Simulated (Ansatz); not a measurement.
# FH₄InOSi: one species, many methods

How much do the methods differ for FH₄InOSi? The plan is to run it at one geometry with functionals of several rungs and with coupled cluster, and see how far each lands from CCSD(T) at the basis-set limit for the atomisation energy.

Program: Ansatz 0.2.0, Gaussian basis. Level of theory: functionals in def2-TZVPP, the program's frozen cores in correlated methods. These are calculated values, not measurements.

The runs, in order: LDA (SPW92), PBE-D4, revPBE-D4, BLYP-D4, r2SCAN-D4, B97M-V, PBE0-D4, B3LYP-D4, r2SCANh-D4, r2SCAN0-D4, HSE06-D4, BHLYP-D4, CAM-B3LYP-D4, LC-ωPBE, ωB97X-V, ωB97M-V, B2PLYP, PBE-QIDH; CCSD(T)/def2-SVP; CCSD(T)/def2-TZVPP; MP2/def2-QZVPP; extrapolation to the limit; RPA on PBE.

## Step 1: The geometry

An earlier PBE0-D4 in a triple-zeta def2 set relaxation fixed the geometry. In takes the def2 core potential; no spin-orbit term is included.

8 atoms, charge 0, spin multiplicity 1.

Atoms are counted from 1 here; the program's logs count them from 0.

Bond lengths: O1–Si2 1.640 Å, O1–H5 0.972 Å, Si2–In3 2.562 Å, Si2–H6 1.487 Å, Si2–H7 1.487 Å, In3–F4 2.015 Å, In3–H8 1.707 Å. Angles: Si2–O1–H5 112.6°, O1–Si2–In3 98.9°, O1–Si2–H6 112.0°, O1–Si2–H7 112.0°, In3–Si2–H6 113.0°, In3–Si2–H7 113.0°, H6–Si2–H7 107.9°, Si2–In3–F4 88.6°, Si2–In3–H8 161.5°, F4–In3–H8 109.9°.

## Step 2: LDA

This LDA is Slater exchange with PW92 correlation.

Input file in.yaml:

```yaml
crystal:
  periodic: [false, false, false]
  atoms:
    - {symbol: O, position_ang: [-0.686264, 1.254394, -0.969555]}
    - {symbol: Si, position_ang: [0.539165, 1.022498, 0.095229]}
    - {symbol: In, position_ang: [0.154324, -1.457575, 0.608602]}
    - {symbol: F, position_ang: [-1.408785, -1.426807, -0.663099]}
    - {symbol: H, position_ang: [-1.207304, 0.448132, -1.121811]}
    - {symbol: H, position_ang: [0.407344, 1.891163, 1.295305]}
    - {symbol: H, position_ang: [1.868174, 1.288584, -0.517268]}
    - {symbol: H, position_ang: [0.333337, -3.020400, 1.272606]}
basis:
  gaussian: {orbitals: def2-TZVPP}
hamiltonian: {xc: lda}
output: {orbitals: {seedname: orbitals}}
```

On the command line:

```sh
ansatz run in.yaml --threads 4 --pin off --events-out ev --progress --plain --max-ram 10444MiB
```

After this run come: PBE-D4 (GGA); revPBE-D4 (GGA); BLYP-D4 (GGA); r2SCAN-D4 (meta-GGA); B97M-V (meta-GGA); B3LYP-D4 (hybrid); r2SCANh-D4 (hybrid); r2SCAN0-D4 (hybrid); HSE06-D4 (hybrid); BHLYP-D4 (hybrid); CAM-B3LYP-D4 (range-separated); LC-ωPBE (range-separated); ωB97X-V (range-separated); ωB97M-V (range-separated); B2PLYP (double hybrid); PBE-QIDH (double hybrid); CCSD(T) in def2-SVP; CCSD(T) in def2-TZVPP; MP2 in def2-QZVPP; RPA on PBE orbitals.

Q: Predict the results of all the runs planned. Wanted: atomisation energy, CCSD(T)/CBS; farthest beyond LDA; mean size of error, GGA; mean size of error, meta-GGA; mean size of error, hybrid; mean size of error, range-separated; mean size of error, double hybrid; gap, smallest and largest; T1 diagnostic.

The runs gave:

```
                               quantity                                                      value
        atomisation energy, CCSD(T)/CBS                                             581.6 kcal/mol
functionals within 5.8 kcal/mol (1.0 %)  PBE-D4, r2SCAN-D4, B97M-V, CAM-B3LYP-D4, ωB97X-V, ωB97M-V
                    farthest beyond LDA                                  BHLYP-D4 (-28.7 kcal/mol)
                mean size of error, GGA                                              10.8 kcal/mol
           mean size of error, meta-GGA                                               3.0 kcal/mol
             mean size of error, hybrid                                              16.3 kcal/mol
    mean size of error, range-separated                                               3.8 kcal/mol
      mean size of error, double hybrid                                              15.9 kcal/mol
              gap, smallest and largest                   3.66 eV (LDA (SPW92)), 9.97 eV (LC-ωPBE)
                          T1 diagnostic                                                     0.0154
triples share of the correlation energy                                                      3.1 %
```

In words: LDA overbinds by 80.7 kcal/mol (14 %). PBE-D4 misses by -2.9 kcal/mol. Double hybrids carry the basis error of their MP2 part in triple zeta, and no dispersion term here, so their miss is partly the set-up's. The rungs meta-GGA, range-separated miss on average by less than the doubt on the reference (5.8 kcal/mol), so they tie. Misses under about 5.8 kcal/mol are within the doubt on the reference itself, which lacks core-valence correlation, spin-orbit coupling and higher excitations, and its outer-core shells are covered unevenly. All levels share the lack of spin-orbit coupling, which lowers the free heavy atoms and so the true binding. Hartree-Fock recovers 69 % of the binding; the rest is correlation. CCSD(T) in def2-SVP is off by -54.0 kcal/mol, more than most functionals: a good method in a small basis is no reference. The gap grows from 3.7 to 10.0 eV across the functionals, mostly with the share of exact exchange. Correlated methods include outer-core shells of In, which these sets cover unevenly.
